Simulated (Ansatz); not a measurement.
Relaxation of a periodic cell of 17 atoms, Si16N (host Si, host structure diamond, interstitial N), to a largest force component of 0.03 eV/Å in at most 60 steps.

All numbers below come from Ansatz, DFT LDA, scalar-relativistic, plane waves, PAW. Settings: PAW set soft_1, cutoff 420 eV, k mesh 2x2x2, gaussian smearing 0.02 eV, spin collinear.

```xyz
17
Lattice="0.0000 5.4300 5.4300 5.4300 0.0000 5.4300 5.4300 5.4300 0.0000" Properties=species:S:1:pos:R:3
Si 0.000 0.000 0.000
Si 1.357 1.357 1.357
Si 2.715 2.715 0.000
Si 4.072 4.072 1.357
Si 2.715 0.000 2.715
Si 4.072 1.357 4.072
Si 5.430 2.715 2.715
Si 6.787 4.072 4.072
Si 0.000 2.715 2.715
Si 1.357 4.072 4.072
Si 2.715 5.430 2.715
Si 4.072 6.787 4.072
Si 2.715 2.715 5.430
Si 4.072 4.072 6.787
Si 5.430 5.430 5.430
Si 6.787 6.787 6.787
N 4.059 4.107 3.996
```

Where does it end, and by what steps?

The forces met the threshold. Limits of this set-up: coarse k mesh, PAW files made for another functional. After 18 steps the energy has fallen by 2.978 eV; N17 moved furthest, 1.60 Å. Parted: Si4–Si11 (2.35 → 3.08 Å). Joined: Si4–N17 (2.64 → 1.71 Å).

```tsv
step	energy less start (eV)	largest force component (eV/Å)	accepted
0	0.0000	0.751	yes
1	-0.1837	0.573	yes
2	-0.6044	1.335	yes
3	-1.0277	1.766	yes
4	-1.5158	1.902	yes
5	-2.0525	1.401	yes
6	-2.3370	2.236	yes
7	-2.6304	1.082	yes
8	-2.7789	0.417	yes
9	-2.8127	0.496	yes
10	-2.8890	0.405	yes
11	-2.7434	0.904	no
12	-2.9254	0.109	yes
13	-2.9273	0.290	yes
14	-2.9564	0.242	yes
15	-2.9695	0.292	yes
16	-2.9765	0.080	yes
17	-2.9769	0.095	yes
18	-2.9783	0.016	yes
```

```xyz
17
Lattice="0.0000 5.4300 5.4300 5.4300 0.0000 5.4300 5.4300 5.4300 0.0000" Properties=species:S:1:pos:R:3
Si 0.103 0.100 -0.064
Si 1.323 1.349 1.497
Si 2.558 2.584 -0.062
Si 4.408 3.678 0.770
Si 2.691 0.010 2.852
Si 3.972 1.387 4.251
Si 5.246 2.898 3.019
Si 6.739 4.175 4.265
Si -0.004 2.744 2.843
Si 1.421 4.080 4.156
Si 2.885 5.317 2.887
Si 4.106 6.765 4.188
Si 2.644 2.737 5.639
Si 4.056 4.093 6.932
Si 5.418 5.527 5.668
Si 6.735 6.872 7.059
N 4.058 4.090 2.397
```

Whether the end is a true minimum wasn't checked by a vibrational analysis.

Run time: 3.7 min on 2 threads of Intel(R) Xeon(R) Platinum 8259CL CPU @ 2.50GHz (Skylake/Cascade Lake), on a shared host, peak memory 0.7 GiB.
